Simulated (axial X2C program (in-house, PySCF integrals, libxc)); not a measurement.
# Linear FAsF at several levels

How do method and spin–orbit coupling move the bonds and stretches of FAsF, held linear?

Method: all-electron X2C, two-component (2c) or spin-free, F dyall-av3z, As dyall-v3z; program: an in-house X2C program for linear molecules on PySCF integrals.

All values are calculated.

2 further runs of the same task are left out: 2 set aside as unsound or not needed.

### Step 1. Input

task.json reads:

```json
{
 "zs": [
  9,
  33,
  9
 ],
 "q": 0,
 "bas": [
  "dyall-av3z",
  "dyall-v3z",
  "dyall-av3z"
 ],
 "r0": [
  1.85,
  1.85
 ],
 "symm": 1,
 "scan": [
  "PBE0",
  "HF",
  "LDA"
 ],
 "levels": [
  "PBE0",
  "HF",
  "TPSSh"
 ],
 "nst": 2
}
```

Keys: zs atomic numbers; q charge; bas basis sets; r0 starting distance in Å; symm equal bonds; scan levels of the two-bond scan (MP2 follows by itself at each HF point); levels methods; nst determinants followed.

Started as:

```sh
$ python solin.py task.json out
```

Masses F 18.998, As 74.922, F 18.998 u.

### Step 2. Scan at PBE0, 2c

State: Ω = 1/2 (beyond evenly filled blocks: ω = 1/2). Energies above the lowest point, from the job's result record:

```csv
r(F–As) (Å),r(As–F) (Å),E (meV)
1.7774,1.7774,47.77
1.7774,1.8230,19.94
1.7774,1.8686,30.54
1.8230,1.7774,19.94
1.8230,1.8230,0.00
1.8230,1.8686,18.14
1.8230,1.9142,66.59
1.8686,1.7774,30.54
1.8686,1.8230,18.14
1.8686,1.8686,43.48
1.9142,1.8230,66.59
1.9142,1.9142,160.56
```

A quadratic surface with cubic terms in each bond gives the minimum at 1.823 and 1.823 Å, force constants 2.92, 2.92 and coupling 0.55 mdyn/Å.

### Step 3. Scan at HF, 2c

State: Ω = 1/2 (beyond evenly filled blocks: ω = 1/2). Energies above the lowest point, from the job's result record:

```csv
r(F–As) (Å),r(As–F) (Å),E (meV)
1.7774,1.7774,10.78
1.7774,1.8230,0.28
1.7774,1.8686,24.91
1.8230,1.7774,0.28
1.8230,1.8230,0.00
1.8230,1.8686,34.50
1.8230,1.9142,96.28
1.8686,1.7774,24.91
1.8686,1.8230,34.50
1.8686,1.8686,78.57
1.9142,1.8230,96.28
1.9142,1.9142,229.39
```

A quadratic surface with cubic terms in each bond gives the minimum at 1.805 and 1.805 Å, force constants 2.89, 2.89 and coupling 0.73 mdyn/Å.

### Step 4. Scan at LDA, 2c

State: Ω = 1/2 (beyond evenly filled blocks: ω = 1/2). Energies above the lowest point, from the job's result record:

```csv
r(F–As) (Å),r(As–F) (Å),E (meV)
1.7774,1.7774,42.63
1.7774,1.8230,17.73
1.7774,1.8686,30.86
1.8230,1.7774,17.73
1.8230,1.8230,0.00
1.8230,1.8686,19.93
1.8230,1.9142,69.80
1.8686,1.7774,30.86
1.8686,1.8230,19.93
1.8686,1.8686,46.30
1.9142,1.8230,69.80
1.9142,1.9142,164.02
```

A quadratic surface with cubic terms in each bond gives the minimum at 1.821 and 1.821 Å, force constants 2.91, 2.91 and coupling 0.50 mdyn/Å.

### Step 5. The levels side by side

| level | r(F–As) (Å) | r(As–F) (Å) | lower stretch (cm⁻¹) | upper stretch (cm⁻¹) |
| --- | --- | --- | --- | --- |
| PBE0, 2c | 1.823 | 1.823 | 556.9 | 564.4 |
| HF, 2c | 1.805 | 1.805 | 538.8 | 569.0 |
| LDA, 2c | 1.821 | 1.821 | 551.8 | 570.5 |
| MP2, 2c | 1.824 | 1.824 | 560.3 | 577.6 |
| PBE0, spin-free | 1.822 | 1.822 | 557.2 | 564.6 |
| HF, spin-free | 1.804 | 1.804 | 539.3 | 569.5 |
| LDA, spin-free | 1.820 | 1.820 | 552.0 | 570.5 |
| MP2, spin-free | 1.823 | 1.823 | 560.7 | 578.2 |

Scans not shown above were run alike.

What this shows: Over the levels the F–As bond spans 1.804 to 1.824 Å and the As–F bond 1.804 to 1.824 Å. At PBE0 spin–orbit coupling leaves both bonds unchanged to 0.001 Å. Each state is one determinant, the lowest of a limited PBE0 search; the stretches come from a fit to few points and are good to some per cent at best. The stretches are sorted by size, and where the two bonds are alike the symmetric and antisymmetric modes can swap order between levels. MP2 freezes inner shells (threshold -2 hartree). The molecule was held linear; bending was not examined, so a bent shape may lie lower. Note: functional without a current term on a determinant with orbital currents, of the molecule or an atom.
